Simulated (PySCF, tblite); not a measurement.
# C₇H₁₁BO: geometry, infrared bands and NMR shifts

Aim: predict the infrared bands and NMR shifts of C₇H₁₁BO (`COC1=CC=C(C)CB1`).

Computed with tblite 0.8.0 and PySCF 2.14.0, with density-fitted response routines of our own, on a single molecule in the gas phase. Atoms count from 0, in the outputs and in this text.

## 1. Starting geometry

20 atoms, charge 0, multiplicity 1; geometry from: force field or distance geometry start.

Bonds of the start (Å): C0–O1 1.42, O1–C2 1.38, C2–C3 1.31, C3–C4 1.45, C4–C5 1.30, C5–C6 1.49, C5–C7 1.49, C7–B8 1.58, B8–C2 1.56, C0–H9 1.08, C0–H10 1.13, C0–H11 1.11, C3–H12 1.09, C4–H13 1.10, C6–H14 1.08, C6–H15 1.12, C6–H16 1.13, C7–H17 1.11, C7–H18 1.11, B8–H19 1.20.

## 2. Geometry optimisation with GFN2-xTB

The job: settings as JSON, then the geometry in Å.

```
{"job": {"kind": "relax", "xc": "GFN2-xTB", "basis": "xTB"}, "charge": 0, "multiplicity": 1}
C      3.473300    -0.054900    -0.467500
O      2.570300    -0.077600     0.633300
C      1.214200    -0.029100     0.398200
C      0.595800    -1.165700     0.167000
C     -0.830500    -1.173400    -0.080700
C     -1.600600    -0.121600    -0.134800
C     -3.052100    -0.327900    -0.425100
C     -1.151900     1.281500     0.082900
B      0.406500     1.302400     0.371200
H      4.475800    -0.105800    -0.064800
H      3.174900    -0.942400    -1.096600
H      3.249600     0.875900    -1.032800
H      1.172200    -2.087100     0.207900
H     -1.282900    -2.158100    -0.267200
H     -3.204700    -0.816100    -1.379400
H     -3.623900     0.630800    -0.296100
H     -3.476300    -1.015800     0.358900
H     -1.703400     1.729600     0.940800
H     -1.386000     1.908500    -0.799900
H      0.974700     2.357600     0.472200
```

Launch:

```sh
> OMP_NUM_THREADS=1 python probes_run.py task.json out
```

One launch serves the whole session: the jobs run in the order shown.

**Question.** This job is followed by: GFN2-xTB harmonic vibrations, gas phase; GIAO PBE0/pcSseg-1 NMR shielding, non-relativistic, gas phase. What will the session give for the following? strongest single infrared mode (GFN2-xTB); zero-point energy (GFN2-xTB); 13C shifts against TMS (PBE0/pcSseg-1); 1H shifts against TMS (PBE0/pcSseg-1, means over atoms taken as alike); 17O shifts against H2O (PBE0/pcSseg-1); 11B shifts against BF3·OEt2 (PBE0/pcSseg-1).

As calculated:

```
                                                              quantity                                             value
                             strongest single infrared mode (GFN2-xTB)                             1231 cm⁻¹, 240 km/mol
                                          zero-point energy (GFN2-xTB)                                    101.5 kcal/mol
                                13C shifts against TMS (PBE0/pcSseg-1)  177.2, 159.9, 143.8, 130.1, 59.2, 40.4, 29.3 ppm
1H shifts against TMS (PBE0/pcSseg-1, means over atoms taken as alike)            7.27, 7.04, 6.65, 3.90, 2.44, 2.19 ppm
                                17O shifts against H2O (PBE0/pcSseg-1)                                         106.9 ppm
                           11B shifts against BF3·OEt2 (PBE0/pcSseg-1)                                          57.1 ppm
```

Over 134 steps the energy fell by 0.724 eV; of the close pairs, C2–C3 changed most, 1.314 to 1.368 Å. All 54 modes are real, so the xTB geometry is a minimum. The strongest single mode, at 1231 cm⁻¹, is spread over several atoms, C2, H12, O1, H13 among them. GFN2-xTB is a fitted tight-binding method: band positions and strengths are rough. Its intensities can rank the bands wrongly. The most deshielded hydrogen is H12 (hydrogen on a β carbon of an enol-ether or enamine type C=C), at 7.27 ppm: olefinic region. At PBE0/pcSseg-1: The widest tensor belongs to C5: span 251 ppm, with a paramagnetic part of -235 ppm.
